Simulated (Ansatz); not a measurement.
# TiO2: the cost of one run

Computed with Ansatz 0.2.0 (DFT r2SCAN, scalar-relativistic, plane waves, PAW, unless a step's input says otherwise).

3 further runs of the same task are left out: 1 that didn't finish, 2 set aside as unsound or not needed.

**1. Starting point**

It takes space group P4_2/mnm (No. 136, tetragonal). The conventional cell has a = 4.597 Å, b = 4.597 Å, c = 2.954 Å, α = 90.00°, β = 90.00°, γ = 90.00°. Around Ti (site symmetry mmm) lie 6 O at 1.95 to 1.98 Å. Around O (site symmetry m2m) lie 3 Ti at 1.95 to 1.98 Å.

As a file:

```
CELL_PARAMETERS angstrom
4.59695 0.00000 0.00000
0.00000 4.59695 0.00000
0.00000 0.00000 2.95354
ATOMIC_POSITIONS crystal
Ti 0.00000 0.00000 0.00000
Ti 0.50000 0.50000 0.50000
O 0.30463 0.30463 0.00000
O 0.19537 0.80463 0.50000
O 0.69537 0.69537 0.00000
O 0.80463 0.19537 0.50000
```

This cell was relaxed beforehand with the same method: volume 10.40 Å³/atom, gap on the mesh 2.22 eV.

**2. Bands, states and charges**

input.yaml reads:

```yaml
crystal:
  lattice:
    - [4.5969450441, 0.0, 0.0]
    - [0.0, 4.5969450441, 0.0]
    - [0.0, 0.0, 2.9535430427]
  atoms:
    - { symbol: Ti, position: [0.0, 0.0, 0.0] }
    - { symbol: Ti, position: [0.5, 0.5, 0.5] }
    - { symbol: O, position: [0.3046314522, 0.3046314522, 0.0] }
    - { symbol: O, position: [0.1953685478, 0.8046314522, 0.5] }
    - { symbol: O, position: [0.6953685478, 0.6953685478, 0.0] }
    - { symbol: O, position: [0.8046314522, 0.1953685478, 0.5] }
basis:
  ecutwfc: 500
kpoints:
  mp_grid: { grid: [6, 6, 10] }
  band_path:
    path:
      - [[0.0, 0.0, 0.0], [0.0, 0.5, 0.0], [0.5, 0.5, 0.0], [0.0, 0.0, 0.0], [0.0, 0.0, 0.5], [0.0, 0.5, 0.5], [0.5, 0.5, 0.5], [0.0, 0.0, 0.5]]
      - [[0.0, 0.5, 0.0], [0.0, 0.5, 0.5]]
      - [[0.5, 0.5, 0.0], [0.5, 0.5, 0.5]]
    npoints: 14
hamiltonian:
  xc: r2scan
scf:
  occupations: { method: gaussian, width: 0.02 }
  n_extra_bands: 15
output:
  forces: true
  stress: true
  eigenvalues: true
  populations: true
  dos: { projected: true, de: 0.02, nscf_kmesh: { grid: [9, 9, 15] } }
  bader: true
  write_density: true
  write_potential: true
  elf: true
  volumetric_format: npy
```

Launch:

```
$ ansatz run input.yaml --threads 2 --pin off --max-ram 5120MiB --backend cpu --events-out ev --progress --plain --runs-dir out
```

**Question.** How long does this run take on 2 threads of Intel Xeon 6975P-C (Granite Rapids), shared host, and how much memory does it need?

About 31 s, with a peak of 0.62 GiB.
